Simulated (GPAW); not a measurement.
Crystal: NiMoIrPdW.

```
CELL_PARAMETERS angstrom
2.76616 0.00000 0.00000
-1.38308 2.39557 0.00000
0.00000 0.00000 11.02292
ATOMIC_POSITIONS crystal
Ni 0.33333 0.66667 0.59712
Mo 0.00000 0.00000 0.41074
Pd 0.66666 0.33334 0.79520
Ir 0.66666 0.33334 0.19960
W 0.33333 0.66667 0.99734
```

The cell was built by a generator and needn't be a form met in nature.

Base run:

| Item | Value |
| --- | --- |
| Program | GPAW 26.7.0 |
| Functional | PBE |
| Potentials or basis | GPAW PAW data sets (gpaw-data 1.2.1) |
| Cutoff | 600 eV |
| Basis | pw |
| k mesh | 8 × 8 × 2 |
| Occupations | fermi-dirac, width 0.05 eV |
| Spin | collinear spin, ferromagnetic start |
| Starting moments | [1.0, 1.0, 0.0, 0.6, 0.0] μB |

Its results: pressure 0.0 GPa; net moment 0.00 μB per cell; largest force 0.076 eV/Å.

Question: The run is repeated on the same cell with these changes: functional from PBE to LDA; potentials or basis from GPAW PAW data sets (gpaw-data 1.2.1) to the program's PAW data sets (release 1.2.1) made for this functional. What comes out?

Answer: Pressure -15.0 GPa; net moment 0.00 μB per cell; largest force 0.165 eV/Å.

Caveats: the stock nickel data set gives pressures a few GPa off other programs.

Not every run made on this cell is shown here.
